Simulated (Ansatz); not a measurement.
# C₂H₃F₃GeO₂: how energies converge with the basis set

The task here is to estimate one member of a computed series from the others.

The runs use Ansatz 0.2.0, Gaussian basis; one geometry, several basis sets.

Levels to be run: PBE0-D4/def2-SVP; ωB97M-V/def2-SVP; PBE0-D4/def2-QZVPP; ωB97M-V/def2-QZVPP; the functionals' def2-TZVPP values are taken from earlier runs.

### Structure used throughout

An earlier PBE0-D4 in a triple-zeta def2 set relaxation fixed the geometry.

SMILES `CC(=O)[O][Ge]([F])([F])[F]`, 11 atoms, charge 0, spin multiplicity 1.

Atoms are counted from 1 here; the program's logs count them from 0.

Bond lengths: C1–C2 1.479 Å, C1–H9 1.092 Å, C1–H10 1.086 Å, C1–H11 1.092 Å, C2–O3 1.235 Å, C2–O4 1.307 Å, O4–Ge5 1.854 Å, Ge5–F6 1.703 Å, Ge5–F7 1.703 Å, Ge5–F8 1.712 Å. Angles: C2–C1–H9 109.0°, C2–C1–H10 110.4°, C2–C1–H11 109.1°, H9–C1–H10 110.5°, H9–C1–H11 107.3°, H10–C1–H11 110.5°, C1–C2–O3 125.6°, C1–C2–O4 119.0°, O3–C2–O4 115.4°, C2–O4–Ge5 95.9°, O4–Ge5–F6 117.6°, O4–Ge5–F7 117.7°, O4–Ge5–F8 96.6°, F6–Ge5–F7 116.0°, F6–Ge5–F8 101.6°, F7–Ge5–F8 101.6°.

Set-up of the first run:

in.yaml

```yaml
crystal:
  periodic: [false, false, false]
  atoms:
    - {symbol: C, position_ang: [1.150537, -1.465884, 0.752417]}
    - {symbol: C, position_ang: [0.413688, -0.319812, 0.177359]}
    - {symbol: O, position_ang: [0.922300, 0.724601, -0.242487]}
    - {symbol: O, position_ang: [-0.888968, -0.382726, 0.090195]}
    - {symbol: Ge, position_ang: [-1.109863, 1.292473, -0.673873]}
    - {symbol: F, position_ang: [-0.889307, 2.652807, 0.327011]}
    - {symbol: F, position_ang: [-0.656708, 1.484902, -2.304382]}
    - {symbol: F, position_ang: [-2.816538, 1.229455, -0.797069]}
    - {symbol: H, position_ang: [0.794120, -1.643960, 1.768820]}
    - {symbol: H, position_ang: [2.218521, -1.267399, 0.752971]}
    - {symbol: H, position_ang: [0.927620, -2.361556, 0.169538]}
basis:
  gaussian: {orbitals: def2-SVP}
hamiltonian: {xc: pbe0, dispersion: d4}
output: {orbitals: {seedname: orbitals}}
```

Run with:

```bash
$ ansatz run in.yaml --threads 2 --pin off --events-out ev --progress --plain --max-ram 32768MiB --backend cpu
```

Among the steps run: PBE0-D4 in def2-SVP; ωB97M-V in def2-SVP; PBE0-D4 in def2-QZVPP; ωB97M-V in def2-QZVPP.

One of the session's tables, all rows but one given; the rest of the session is left out.

It belongs to the step «Functionals by basis». 

```
functional       basis  HOMO (eV)
   PBE0-D4    def2-SVP      -9.95
   PBE0-D4  def2-TZVPP          ?
   PBE0-D4  def2-QZVPP     -10.00
   ωB97M-V    def2-SVP     -12.34
   ωB97M-V  def2-TZVPP     -12.38
   ωB97M-V  def2-QZVPP     -12.42
```

Q: Estimate the row for PBE0-D4, def2-TZVPP from the others.

The run gave: HOMO (eV): -9.96. In the column «HOMO (eV)» it lies between PBE0-D4, def2-QZVPP (-10.00) and PBE0-D4, def2-SVP (-9.95).
